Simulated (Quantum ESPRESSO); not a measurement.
Crystal: CoO.

```
Co O
1.0
     0.00000    2.13150    2.13150
     2.13150    0.00000    2.13150
     2.13150    2.13150    0.00000
Co O
1 1
Direct
  0.00000 0.00000 0.00000
  0.50000 0.50000 0.50000
```

Alike in all runs: program Quantum ESPRESSO 7.5; functional PBE; potentials or basis GBRV 1.5 PBE; cutoff 762 eV; density cutoff 6095 eV; k mesh 8 × 8 × 8; occupations gaussian, width 0.05 eV; hubbard terms Co d U = 2 eV.

Question: Only the start or the spin constraint differs. Which run ends lowest in energy?
A. collinear spin, ferromagnetic start of up to 3 μB; state fm; occupations atomic
B. no spin polarisation; state nm; occupations atomic
C. collinear spin, zero start; state nm spin; fixed moment 0; occupations atomic

Answer: A.

```csv
start,free energy over the lowest (meV/atom),net moment (μB),site or absolute moments (μB),gap
"collinear spin, zero start; state nm spin; fixed moment 0; occupations atomic",311.2,0.00,-,-
"collinear spin, ferromagnetic start of up to 3 μB; state fm; occupations atomic",0.0,3.00,Co +2.59; O +0.31,none (metal or under the smearing width)
no spin polarisation; state nm; occupations atomic,311.2,-,-,none (metal or under the smearing width)
```

Allowing spin polarisation gains 311 meV/atom. Runs with fixed or held moments lie higher by the price of the constraint. A still lower state may exist.

Caveats: a cell with one magnetic atom can't hold antiferromagnetic order, which such compounds often take (some runs); an odd number of electrons without spin polarisation forces a metal (some runs); a magnetic or distorted state may lie lower (some runs); U without spin polarisation on a metal has little footing (some runs); the total moment is fixed, so each spin has its own Fermi level (some runs).
